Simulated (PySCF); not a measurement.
# InS2: relaxation and vibrations of the doublet

The task is one start of a wider search on InS2: the doublet, from a side-on start. It is relaxed, tested by its Hessian and followed downhill if it is a saddle.

Method: PBE0, basis In def2-SVP with ECP28, S def2-SVP, scalar-relativistic core potentials, no spin–orbit coupling, density fitting; program: PySCF 2.14.0.

## Step 1: Where the work starts

3 atoms, charge 0, spin multiplicity 2.

Bond lengths: In1–S2 2.524 Å, In1–S3 2.524 Å, S2–S3 2.040 Å. Angles: S2–In1–S3 47.7°, In1–S2–S3 66.2°, In1–S3–S2 66.2°.

```xyz
3
charge 0 multiplicity 2
In    0.0000    0.0000    0.0000
S     1.0200    0.0000    2.3082
S    -1.0200    0.0000    2.3082
```

## Step 2: Finding the electronic state

One driver script runs all steps and calls PySCF; scf.py shows how it sets up the SCF of each step. The optimiser is the driver's own. After this first run the driver tries any further starts and a stability analysis.

Input file scf.py:

```python
from pyscf import gto, scf, dft
mol = gto.M(atom='''
In     0.000000     0.000000     0.000000
S      1.020000     0.000000     2.308200
S     -1.020000     0.000000     2.308200''',
    basis={'In': 'def2-SVP', 'S': 'def2-SVP'},
    ecp={'In': 'def2-SVP'},
    charge=0, spin=1)
mf = dft.UKS(mol, xc='PBE0')
mf.grids.atom_grid = (50, 194)
aux = {'In': 'def2-universal-JKFIT', 'S': 'def2-universal-JKFIT'}
mf = mf.density_fit(auxbasis=aux)
mf.conv_tol = 1e-08
mf.diis_space = 10
mf.max_cycle = 60
mf.init_guess = 'minao'
mf.verbose = 4
mf.kernel()
```

Command:

```sh
$ OMP_NUM_THREADS=2 python axn.py task.json out
```

What it wrote:

```text
init E= -965.227263214153
[... the frontier-level lines of each cycle are left out ...]
cycle= 1 E= -984.127066519356  delta_E= -18.9  |g|= 1.65  |ddm|= 8.81
cycle= 2 E= -959.748297168911  delta_E= 24.4  |g|= 7.66  |ddm|= 8.49
cycle= 3 E= -984.342512551539  delta_E= -24.6  |g|= 1.24  |ddm|= 6.88
cycle= 4 E= -985.744327376043  delta_E= -1.4  |g|= 0.573  |ddm|= 3.13
cycle= 5 E= -986.023764987348  delta_E= -0.279  |g|= 0.104  |ddm|= 0.92
cycle= 6 E= -986.029003027872  delta_E= -0.00524  |g|= 0.0473  |ddm|= 0.194
cycle= 7 E= -986.030518241942  delta_E= -0.00152  |g|= 0.00891  |ddm|= 0.0558
cycle= 8 E= -986.030603283057  delta_E= -8.5e-05  |g|= 0.00123  |ddm|= 0.0188
cycle= 9 E= -986.030606093392  delta_E= -2.81e-06  |g|= 0.000669  |ddm|= 0.00524
cycle= 10 E= -986.030606799427  delta_E= -7.06e-07  |g|= 0.000212  |ddm|= 0.00202
cycle= 11 E= -986.030606972519  delta_E= -1.73e-07  |g|= 6.27e-05  |ddm|= 0.00173
cycle= 12 E= -986.030606978495  delta_E= -5.98e-09  |g|= 8.44e-06  |ddm|= 0.000233
Extra cycle  E= -986.030606978608  delta_E= -1.12e-10  |g|= 4.95e-06  |ddm|= 3.15e-05
converged SCF energy = -986.030606978608  <S^2> = 0.75570943  2S+1 = 2.0057013
```

This step, with its further starts and checks, ran for 8 s (2 threads of Arm Neoverse V1, shared host).

The starts that the driver tried:

| start | energy (Eh) |
| --- | --- |
| the minimal-basis guess | -986.030607 |
| a thermally smeared density | -986.030607 |
| a smeared PBE density | -986.030607 |

The test of internal stability and the other starts found no lower solution of this spin.

## Step 3: Relaxing the doublet from the side-on start

The program finds C2v symmetry in the start, which this walk keeps. The walk stops when the largest gradient is under 0.0003 Eh/bohr and the energy has settled too.

scf.py: that of step 2 with these lines changed.

```diff
@@ -3,3 +3,3 @@
-In     0.000000     0.000000     0.000000
-S      1.020000     0.000000     2.308200
-S     -1.020000     0.000000     2.308200''',
+In     0.000000     0.000000    -0.825259
+S      1.020000     0.000000     1.482941
+S     -1.020000     0.000000     1.482941''',
@@ -16 +15,0 @@
-mf.init_guess = 'minao'
```

The optimiser's trace:

```
step  energy (Eh)  change (kJ/mol)  largest symmetric gradient (Eh/bohr)
   0  -986.030607             0.00                               0.04523
   1  -986.037026           -16.85                               0.01962
   2  -986.038765           -21.42                               0.00476
   3  -986.038893           -21.75                               0.00077
   4  -986.038896           -21.76                               0.00004
```

The walk took 6.8 s.

Geometry (Å) and forces (eV/Å) at some steps:

```
step 0
In   0.000   0.000  -0.825   0.000   0.000  -2.326
S    1.020   0.000   1.483  -0.064   0.000   1.163
S   -1.020   0.000   1.483   0.064   0.000   1.163
step 1
In   0.000   0.000  -0.897   0.000   0.000  -1.009
S    1.008   0.000   1.519   0.168   0.000   0.504
S   -1.008   0.000   1.519  -0.168   0.000   0.504
step 2
In   0.000   0.000  -0.949   0.000   0.000  -0.245
S    1.007   0.000   1.545   0.062   0.000   0.122
S   -1.007   0.000   1.545  -0.062   0.000   0.122
step 3
In   0.000   0.000  -0.965   0.000   0.000  -0.040
S    1.007   0.000   1.553   0.007   0.000   0.020
S   -1.007   0.000   1.553  -0.007   0.000   0.020
step 4
In   0.000   0.000  -0.968   0.000   0.000  -0.002
S    1.007   0.000   1.554   0.000   0.000   0.001
S   -1.007   0.000   1.554   0.000   0.000   0.001
```

End point (C2v, 4 steps, 21.8 kJ/mol gained): In–S 2.716 Å (×2), S–S 2.015 Å; In–S–S 68.2° (×2), S–In–S 43.5°.

## Step 4: Is it a minimum? Harmonic modes

On the finer grid the gradient is checked again; gradients at displacements of ±0.02 bohr then give force constants and infrared intensities.

scf.py: that of step 3 with these lines changed.

```diff
@@ -3,3 +3,3 @@
-In     0.000000     0.000000    -0.825259
-S      1.020000     0.000000     1.482941
-S     -1.020000     0.000000     1.482941''',
+In     0.000000     0.000000    -0.902043
+S      1.007476     0.000000     1.620825
+S     -1.007476     0.000000     1.620825''',
@@ -10 +10 @@
-mf.grids.atom_grid = (50, 194)
+mf.grids.atom_grid = (75, 302)
@@ -13 +13 @@
-mf.conv_tol = 1e-08
+mf.conv_tol = 1e-10
```

This SCF starts from the last density.

Log of the central SCF (cycles and frontier levels):

```text
init E= -986.038919572251
[... the frontier-level lines of each cycle are left out ...]
cycle= 1 E= -986.03891957221  delta_E= 4.05e-11  |g|= 8.64e-06  |ddm|= 1.61e-05
Extra cycle  E= -986.038919572037  delta_E= 1.73e-10  |g|= 1.8e-05  |ddm|= 3.3e-05
converged SCF energy = -986.038919572037  <S^2> = 0.75568823  2S+1 = 2.0056802
```

The whole step took 20 s.

Geometry: C2v; In–S 2.717 Å (×2), S–S 2.015 Å; In–S–S 68.2° (×2), S–In–S 43.5°.

Harmonic modes (main isotopes):

```tsv
symmetry	ω (cm⁻¹)	IR (km/mol)
b2	182	5.1
a1	226	41.1
a1	601	1.3
```

No imaginary mode, so this is a minimum.

Constants and moments:

| Item | Value |
| --- | --- |
| Dipole moment | 2.69 D |
| Highest occupied level | -6.29 eV |
| Lowest empty level | -3.37 eV |
| Rotational constants | 0.2597, 0.06447, 0.05165 cm⁻¹ |
| Zero-point energy | 6.0 kJ/mol |
| Principal polarisabilities | 46.0, 71.5, 93.4 bohr³ |
| Atomisation energy without zero-point energy | 666 kJ/mol |
| Principal traceless quadrupole moments about the centre of mass | -5.20, 0.92, 4.27 D Å |
| Entropy at 298.15 K and 1 bar (electronic part: spin only) | 306.1 J/(mol K) |
| Heat capacity Cp at 298.15 K | 52.9 J/(mol K) |
| Enthalpy at 298.15 K above 0 K | 13.25 kJ/mol |
| Rotational symmetry number | 2 |
| Spin squared ⟨S²⟩ | 0.756 |

Populations by atom (charges in e):

```json
{"atom": "In1", "Mulliken": "0.34", "Löwdin": "0.04", "polar tensor": "0.64", "spin (Mulliken)": "-0.05", "Mayer order to In1": "–"}
{"atom": "S2,3", "Mulliken": "-0.17", "Löwdin": "-0.02", "polar tensor": "-0.32", "spin (Mulliken)": "0.53", "Mayer order to In1": "0.57"}
```

Outer orbital energies (eV). α occupied: -20.97, -16.93, -11.12, -10.27, -9.87, -7.41, -6.60, -6.53; empty: -1.76, -0.97, -0.08, 0.04. β occupied: -21.14, -20.88, -16.10, -11.03, -9.94, -8.47, -7.34, -6.29; empty: -3.37, -1.73, -0.94, -0.06.

Mulliken populations on In1 (outside its core potential): s 3.95, p 6.64, d 10.06.

## Step 5: Summary of results

| quantity | value |
| --- | --- |
| minimum | doublet, C2v |
| geometry | In–S 2.717 Å (×2), S–S 2.015 Å; In–S–S 68.2° (×2), S–In–S 43.5° |
| wavenumbers (cm⁻¹) | 182 (b2), 226 (a1), 601 (a1) |
| dipole moment | 2.69 D |
| highest occupied, lowest empty level (either spin) | -6.29, -3.37 eV |
| polar-tensor charge of In1 | +0.64 e |
| zero-point energy | 6.0 kJ/mol |
| entropy at 298.15 K | 306.1 J/(mol K) |
| atomisation energy (no zero-point energy) | 666 kJ/mol |
| ⟨S²⟩ | 0.756 |

**Reading.** The side-on start keeps its C2v symmetry and ends in a minimum. In the infrared the band at 226 cm⁻¹ (a1) leads. Only this shape and spin were tried, so other structures or states may lie lower. With an element this heavy the missing spin–orbit coupling can shift these numbers.

The search up to here took 35 s.
